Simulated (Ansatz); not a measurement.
# ZrHO (quartet): from Hartree-Fock to the top rungs, def2-SVP

An exercise on one series of results from a longer session: the logs are not shown, and one member is left open.

Method: def2-SVP, core rule «outside noble gas», up to 5 orbitals frozen; program: Ansatz 0.2.0, Gaussian basis.

To be run: UHF; CCSD(T) on ROHF; CCSD(T) on UHF; CISD as a restricted active space (open shells left free, so some higher excitations enter); CCSDT(Q) on ROHF; CCSDT(Q) on UHF.

30 further runs of the same task are left out: 6 for a known fault of the program, 11 that didn't finish, 13 set aside as unsound or not needed. Runs told in other sessions of the task aren't counted.

## The geometry

The geometry is a PBE0/def2-TZVP stationary point (not a proven minimum). No spin-orbit coupling is included. Elements past krypton take def2 core potentials.

3 atoms, charge 0, spin multiplicity 4.

Atoms are counted from 1 here; the program's logs count them from 0.

Bond lengths: Zr1–O2 1.794 Å, Zr1–H3 2.024 Å. Angles: O2–Zr1–H3 157.5°.

Coordinates:

```xyz
3
charge 0, multiplicity 4
Zr    0.0000   -0.0231    0.2468
O     0.0000    0.0922   -1.5436
H     0.0000    0.6305    2.1628
```

The first run:

Contents of in.yaml:

```yaml
crystal:
  periodic: [false, false, false]
  atoms:
    - {symbol: Zr, position_ang: [0.000000, -0.023129, 0.246823]}
    - {symbol: O, position_ang: [0.000000, 0.092157, -1.543566]}
    - {symbol: H, position_ang: [0.000000, 0.630453, 2.162781]}
basis:
  gaussian: {orbitals: def2-SVP}
magnetization: {spin_polarized: true, initial_magnetization: 3}
hamiltonian: {xc: hf}
output: {orbitals: {seedname: orbitals}}
```

Run with:

```bash
ansatz run in.yaml --threads 1 --pin off --events-out ev --progress --plain --max-ram 2393MiB
```

Steps of the session up to this table: UHF; CCSD(T) on ROHF; CCSD(T) on UHF; CISD as a restricted active space (open shells left free, so some higher excitations enter); CCSDT(Q) on ROHF; CCSDT(Q) on UHF.

One of the session's tables, all rows but one given; the rest of the session is left out.

| method | from RCCSDT(Q) (kcal/mol) |
| --- | --- |
| UHF | +161.25 |
| RMP2 | +2.29 |
| UMP2 | +31.78 |
| RCCSD | +11.36 |
| UCCSD | +10.28 |
| RCCSD(T) | +0.96 |
| UCCSD(T) | +3.13 |
| RCCSDT | +0.43 |
| UCCSDT | ? |
| RCCSDT(Q) | 0 |
| UCCSDT(Q) | -0.87 |

Q: Estimate the row for UCCSDT from the others.

The run gave: from RCCSDT(Q) (kcal/mol): +0.70. In the column «from RCCSDT(Q) (kcal/mol)» it lies between RCCSDT (+0.43) and RCCSD(T) (+0.96).

Not comparable, so not listed: CISD as a restricted active space (open shells left free, so some higher excitations enter) (they don't share determinant, frozen orbitals or solution with the rows shown, or repeat one).

Left out of the table: ROHF (another determinant or state than the rows shown).

Limits of these values: The report flags that the cluster equations may have other roots. The program flags RCCSD(T), RCCSDT(Q) as in doubt, so the zero of the table is itself unsure. Warnings: coupled cluster took another determinant than the lowest. Restricted and unrestricted rows rest on different reference determinants; a gap between their highest levels can come from leftover correlation error, from unlike frozen cores or from another state.
